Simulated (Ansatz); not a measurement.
# C2H4FNOSi (SMILES C[SiH](F)N=C=O): levels of theory compared

Wanted: a comparison of 6 runs (HF/STO-3G, BLYP/cc-pVDZ, PBE/cc-pVDZ, r2SCAN/cc-pVDZ, CCSD/cc-pVDZ, CCSD(T)/cc-pVDZ) of C2H4FNOSi. 

The calculation is run with Ansatz 0.2.0.

88 further runs of the same task are left out: 88 set aside as unsound or not needed. Runs told in other sessions of the task aren't counted.

### 1 The structure to begin with

C2H4FNOSi: 10 atoms, total charge 0, spin state singlet. As SMILES, `C[SiH](F)N=C=O`. The C1–H8 distance was set to 1.420 Å, away from the relaxed value.

Bond lengths: C1–Si2 1.842 Å, Si2–F3 1.595 Å, Si2–N4 1.704 Å, N4–C5 1.195 Å, C5–O6 1.163 Å, C1–H7 1.092 Å, C1–H9 1.093 Å, Si2–H10 1.478 Å. Some angles: C1–Si2–F3 109.5°, C1–Si2–N4 109.7°, F3–Si2–N4 107.8°, Si2–N4–C5 160.7°, N4–C5–O6 177.8°, C1–Si2–H10 113.8°, F3–Si2–H10 107.2°, N4–Si2–H10 108.6°, Si2–C1–H7 110.7°, Si2–C1–H9 110.4°. A long bond or contact: C1–H8 1.420 Å.

### 2 The energy at HF/STO-3G (run 1)

Contents of run.yaml:

```yaml
crystal:
  periodic: [false, false, false]
  atoms:
    - symbol: C
      position_ang: [-1.202805, -0.426263, 0.596969]
    - symbol: Si
      position_ang: [0.359895, -0.246963, -0.360731]
    - symbol: F
      position_ang: [1.459595, -1.245963, 0.220769]
    - symbol: N
      position_ang: [0.958195, 1.340137, -0.194631]
    - symbol: C
      position_ang: [1.684295, 2.285737, -0.274131]
    - symbol: O
      position_ang: [2.359995, 3.230337, -0.331031]
    - symbol: H
      position_ang: [-1.035905, -0.201963, 1.652969]
    - symbol: H
      position_ang: [-1.705900, -1.750300, 0.493100]
    - symbol: H
      position_ang: [-1.962905, 0.260437, 0.216669]
    - symbol: H
      position_ang: [0.213795, -0.546563, -1.801131]
basis:
  gaussian:
    orbitals: STO-3G
hamiltonian:
  xc: hf
accuracy: high
output: {orbitals: {seedname: orbitals}}
```

Launch:

```
$ ansatz run run.yaml --threads 1 --pin off --max-ram 2610MiB --events-out events.jsonl --progress --plain --runs-dir runs
```

Output:

```text
Warning: RAYON_NUM_THREADS=1 ignored (pool sized by the plan → 1); use --threads N
Functional definition: HF
  name "HF"
  exchange = exact_x
  correlation = 0
786 factors; integrals over basis functions are off by at most 1.3e-8 eV
mean field evaluation 1: about -16005.8445 eV, gradient 3.4e1 eV
mean field evaluation 2: about -16005.9578 eV, gradient 3.4e1 eV
mean field evaluation 4: about -16009.6433 eV, gradient 4.2e0 eV
mean field evaluation 8: about -16009.6953 eV, gradient 7.0e-2 eV
mean field -16009.69536681 eV, -588.3454529688 hartree, gradient 1.5e-8 eV, S^2 0.000000; 0 other end points of the search recorded, 0 dependent functions left out
reference -16009.69536681 eV, -588.3454529688 hartree; 27, 27 occupied and 11, 11 virtual orbitals, 786 factors
Total energy: -16009.69536681 eV, -588.3454529688 hartree
```

Wall time 0.42 s (1 thread of Arm Neoverse V2, shared host).

### 3 The energy at BLYP/cc-pVDZ (run 2)

Contents of molecule.yaml:

```yaml
crystal:
  periodic: [false, false, false]
  atoms:
    - {symbol: C, position_ang: [-1.202805, -0.426263, 0.596969]}
    - {symbol: Si, position_ang: [0.359895, -0.246963, -0.360731]}
    - {symbol: F, position_ang: [1.459595, -1.245963, 0.220769]}
    - {symbol: "N", position_ang: [0.958195, 1.340137, -0.194631]}
    - {symbol: C, position_ang: [1.684295, 2.285737, -0.274131]}
    - {symbol: O, position_ang: [2.359995, 3.230337, -0.331031]}
    - {symbol: H, position_ang: [-1.035905, -0.201963, 1.652969]}
    - {symbol: H, position_ang: [-1.705900, -1.750300, 0.493100]}
    - {symbol: H, position_ang: [-1.962905, 0.260437, 0.216669]}
    - {symbol: H, position_ang: [0.213795, -0.546563, -1.801131]}
basis:
  gaussian:
    orbitals: cc-pVDZ
hamiltonian:
  xc: {name: BLYP}
accuracy: high
output:
  orbitals: {seedname: orbitals}
```

Launch:

```
$ ansatz run molecule.yaml --threads 1 --pin off --max-ram 2610MiB --events-out events.jsonl --progress --plain --runs-dir runs
```

Output:

```text
Warning: RAYON_NUM_THREADS=1 ignored (pool sized by the plan → 1); use --threads N
Functional definition: BLYP
  name "BLYP"
  parameter beta = 0.0042
  parameter a = 0.04918
  parameter b = 0.132
  parameter c = 0.2533
  parameter d = 0.349
  exchange = b88_x(beta = beta)
  correlation = lyp_c(a = a, b = b, c = c, d = d)
2450 factors; integrals over basis functions are off by at most 3.5e-9 eV
mean field evaluation 1: about -16256.8878 eV, gradient 8.3e1 eV
mean field evaluation 2: about -16231.9604 eV, gradient 1.3e2 eV
mean field evaluation 4: about -16270.2402 eV, gradient 1.8e1 eV
mean field evaluation 8: about -16270.8619 eV, gradient 4.6e-1 eV
mean field evaluation 16: about -16270.8624 eV, gradient 8.7e-5 eV
mean field -16270.86243708 eV, -597.9431657759 hartree, gradient 7.7e-8 eV, S^2 0.000000; 0 other end points of the search recorded, 0 dependent functions left out
reference -16270.86249445 eV, -597.9431678843 hartree; 27, 27 occupied and 81, 81 virtual orbitals, 2450 factors
Total energy: -16270.86249445 eV, -597.9431678843 hartree
```

It took 9.6 s on 1 thread of Arm Neoverse V2, shared host; peak memory 0.31 GiB.

Runs 3 to 4 aren't shown in full; the table further down has their settings and results.

### 4 A single-point energy at CCSD/cc-pVDZ (run 5)

molecule.yaml, as its differences from that of step 3:

```diff
@@ -1 +1,4 @@
+basis:
+  gaussian:
+    orbitals: cc-pVDZ
 crystal:
@@ -13,9 +16,10 @@
     - {symbol: H, position_ang: [0.213795, -0.546563, -1.801131]}
-basis:
-  gaussian:
-    orbitals: cc-pVDZ
-hamiltonian:
-  xc: {name: BLYP}
+magnetization:
+  spin_polarized: false
+  initial_magnetization: 0
+correlation:
+  method: ccsd
+  frozen_orbitals: {C: 1, F: 1, H: 0, "N": 1, O: 1, Si: 5}
 accuracy: high
-output:
-  orbitals: {seedname: orbitals}
+scf:
+  omitted_lower_state_checks: [cluster_reference, increment]
```

Launch:

```
$ ansatz run molecule.yaml --threads 1 --pin off --max-ram 2610MiB --events-out events.jsonl --progress --plain --runs-dir runs
```

Output:

```text
Warning: RAYON_NUM_THREADS=1 ignored (pool sized by the plan → 1); use --threads N
[... 4 set-up lines as earlier in the session ...]
these checks for a lower state are left out or cut short: cluster_reference, increment
2450 factors; integrals over basis functions are off by at most 3.5e-9 eV
mean field evaluation 1: about -16209.9033 eV, gradient 4.3e1 eV
mean field evaluation 2: about -16210.0324 eV, gradient 4.3e1 eV
mean field evaluation 4: about -16213.8062 eV, gradient 3.9e0 eV
mean field evaluation 8: about -16213.8608 eV, gradient 4.0e-1 eV
mean field evaluation 16: about -16213.8612 eV, gradient 2.4e-8 eV
mean field -16213.86124756 eV, -595.8484106980 hartree, gradient 2.4e-8 eV, S^2 0.000000; 0 other end points of the search recorded, 0 dependent functions left out
10 core orbitals not correlated: weight in the atoms' cores, before any rotation towards them, 1.000 or more for the frozen orbitals, at most 0.000 for the correlated occupied ones
reference -16213.86124756 eV, -595.8484106980 hartree; 17, 17 occupied and 81, 81 virtual orbitals, 2450 factors
second order -24.01003134 eV of doubles, -0.00000000 eV of singles
cycle   1  -23.95934937 eV  change    5.1e-2 eV  update   1.4e-1
cycle   2  -24.64243999 eV  change   -6.8e-1 eV  update   4.3e-2
cycle   3  -24.83320738 eV  change   -1.9e-1 eV  update   2.1e-2
cycle   4  -24.82697269 eV  change    6.2e-3 eV  update   4.2e-3
cycle   5  -24.82403352 eV  change    2.9e-3 eV  update   1.6e-3
cycle   6  -24.82462893 eV  change   -6.0e-4 eV  update   4.3e-4
cycle   7  -24.82453921 eV  change    9.0e-5 eV  update   1.4e-4
cycle   8  -24.82447764 eV  change    6.2e-5 eV  update   4.2e-5
cycle   9  -24.82448185 eV  change   -4.2e-6 eV  update   1.7e-5
cycle  10  -24.82449042 eV  change   -8.6e-6 eV  update   7.1e-6
cycle  11  -24.82448130 eV  change    9.1e-6 eV  update   2.9e-6
cycle  12  -24.82448325 eV  change   -2.0e-6 eV  update   1.3e-6
cycle  13  -24.82448354 eV  change   -2.9e-7 eV  update   4.7e-7
cycle  14  -24.82448407 eV  change   -5.2e-7 eV  update   2.0e-7
cycle  15  -24.82448434 eV  change   -2.7e-7 eV  update   7.8e-8
cycle  16  -24.82448438 eV  change   -3.7e-8 eV  update   4.2e-8
cycle  17  -24.82448471 eV  change   -3.3e-7 eV  update   1.4e-7
cycle  18  -24.82448471 eV  change   -6.3e-9 eV  update   3.2e-8
cycle  19  -24.82448472 eV  change   -6.9e-9 eV  update   9.5e-9
cycle  20  -24.82448472 eV  change    1.2e-9 eV  update   3.6e-9
Total energy: -16238.68573228 eV, -596.7606936848 hartree
Checks for a lower state left out: cluster_reference, increment
```

Wall time 44 s (1 thread of Arm Neoverse V2, shared host); peak memory 0.92 GiB.

### 5 The energy at CCSD(T)/cc-pVDZ (run 6)

Contents of run.yaml:

```yaml
crystal:
  periodic: [false, false, false]
  atoms:
    - {symbol: C, position_ang: [-1.202805, -0.426263, 0.596969]}
    - {symbol: Si, position_ang: [0.359895, -0.246963, -0.360731]}
    - {symbol: F, position_ang: [1.459595, -1.245963, 0.220769]}
    - {symbol: "N", position_ang: [0.958195, 1.340137, -0.194631]}
    - {symbol: C, position_ang: [1.684295, 2.285737, -0.274131]}
    - {symbol: O, position_ang: [2.359995, 3.230337, -0.331031]}
    - {symbol: H, position_ang: [-1.035905, -0.201963, 1.652969]}
    - {symbol: H, position_ang: [-1.705900, -1.750300, 0.493100]}
    - {symbol: H, position_ang: [-1.962905, 0.260437, 0.216669]}
    - {symbol: H, position_ang: [0.213795, -0.546563, -1.801131]}
basis:
  gaussian: {orbitals: cc-pVDZ}
correlation: {method: ccsd_t, frozen_orbitals: {C: 1, F: 1, H: 0, "N": 1, O: 1, Si: 5}}
accuracy: high
scf: {omitted_lower_state_checks: [cluster_reference, increment]}
```

Launch:

```
$ ansatz run run.yaml --threads 1 --pin off --max-ram 2610MiB --events-out events.jsonl --progress --plain --runs-dir runs
```

Output:

```text
Warning: RAYON_NUM_THREADS=1 ignored (pool sized by the plan → 1); use --threads N
[... 4 set-up lines as earlier in the session ...]
these checks for a lower state are left out or cut short: cluster_reference, increment
2450 factors; integrals over basis functions are off by at most 3.5e-9 eV
mean field evaluation 1: about -16209.9033 eV, gradient 4.3e1 eV
mean field evaluation 2: about -16210.0324 eV, gradient 4.3e1 eV
mean field evaluation 4: about -16213.8062 eV, gradient 3.9e0 eV
mean field evaluation 8: about -16213.8608 eV, gradient 4.0e-1 eV
mean field evaluation 16: about -16213.8612 eV, gradient 2.4e-8 eV
mean field -16213.86124756 eV, -595.8484106980 hartree, gradient 2.4e-8 eV, S^2 0.000000; 0 other end points of the search recorded, 0 dependent functions left out
10 core orbitals not correlated: weight in the atoms' cores, before any rotation towards them, 1.000 or more for the frozen orbitals, at most 0.000 for the correlated occupied ones
reference -16213.86124756 eV, -595.8484106980 hartree; 17, 17 occupied and 81, 81 virtual orbitals, 2450 factors
second order -24.01003134 eV of doubles, -0.00000000 eV of singles
cycle   1  -23.95934937 eV  change    5.1e-2 eV  update   1.4e-1
cycle   2  -24.64243999 eV  change   -6.8e-1 eV  update   4.3e-2
cycle   3  -24.83320738 eV  change   -1.9e-1 eV  update   2.1e-2
cycle   4  -24.82697269 eV  change    6.2e-3 eV  update   4.2e-3
cycle   5  -24.82403352 eV  change    2.9e-3 eV  update   1.6e-3
cycle   6  -24.82462893 eV  change   -6.0e-4 eV  update   4.3e-4
cycle   7  -24.82453921 eV  change    9.0e-5 eV  update   1.4e-4
cycle   8  -24.82447764 eV  change    6.2e-5 eV  update   4.2e-5
cycle   9  -24.82448185 eV  change   -4.2e-6 eV  update   1.7e-5
cycle  10  -24.82449042 eV  change   -8.6e-6 eV  update   7.1e-6
cycle  11  -24.82448130 eV  change    9.1e-6 eV  update   2.9e-6
cycle  12  -24.82448325 eV  change   -2.0e-6 eV  update   1.3e-6
cycle  13  -24.82448354 eV  change   -2.9e-7 eV  update   4.7e-7
cycle  14  -24.82448407 eV  change   -5.2e-7 eV  update   2.0e-7
cycle  15  -24.82448434 eV  change   -2.7e-7 eV  update   7.8e-8
cycle  16  -24.82448438 eV  change   -3.7e-8 eV  update   4.2e-8
cycle  17  -24.82448471 eV  change   -3.3e-7 eV  update   1.4e-7
cycle  18  -24.82448471 eV  change   -6.3e-9 eV  update   3.2e-8
cycle  19  -24.82448472 eV  change   -6.9e-9 eV  update   9.5e-9
cycle  20  -24.82448472 eV  change    1.2e-9 eV  update   3.6e-9
perturbative correction -0.78956819 eV, -0.0290160959 hartree
Total energy: -16239.47530047 eV, -596.7897097807 hartree
Checks for a lower state left out: cluster_reference, increment
```

Wall time 69 s (1 thread of Arm Neoverse V2, shared host); peak memory 0.92 GiB.

### 6 Overview of the runs

| run | level | frozen core orbitals | energy (Eh) | HOMO energy (eV) | LUMO energy (eV) | HOMO–LUMO gap (eV) | wall time |
| --- | --- | --- | --- | --- | --- | --- | --- |
| 1 | HF/STO-3G | – | -588.345453 | -8.39 | 9.64 | 18.03 | 0.42 s |
| 2 | BLYP/cc-pVDZ | – | -597.943168 | -6.94 | -0.52 | 6.42 | 9.6 s |
| 3 | PBE/cc-pVDZ | – | -597.530500 | -7.09 | -0.64 | 6.46 | 9.6 s |
| 4 | r2SCAN/cc-pVDZ | – | -597.843727 | -7.49 | -0.36 | 7.14 | 20 s |
| 5 | CCSD/cc-pVDZ | 10 | -596.760694 | – | – | – | 44 s |
| 6 | CCSD(T)/cc-pVDZ | 10 | -596.789710 | – | – | – | 69 s |

### 7 What came out

| quantity | value |
| --- | --- |
| run 6: total energy | -596.78971 Eh |
| run 6: correlation energy (10 core orbitals frozen) | -941.3 mEh |
| run 6: (T) correction | -29.02 mEh |
| run 6: T1 diagnostic | 0.015 |

In words: Over runs 1, 2, 3, 4 the HOMO–LUMO gap runs from 6.42 eV (BLYP/cc-pVDZ) to 18.03 eV (HF/STO-3G). The two ends differ in method and basis. Totals of different functionals can't be ranked against each other. In run 1 the basis is minimal, so the values are rough. All runs together took 2.5 min, the longest 69 s.
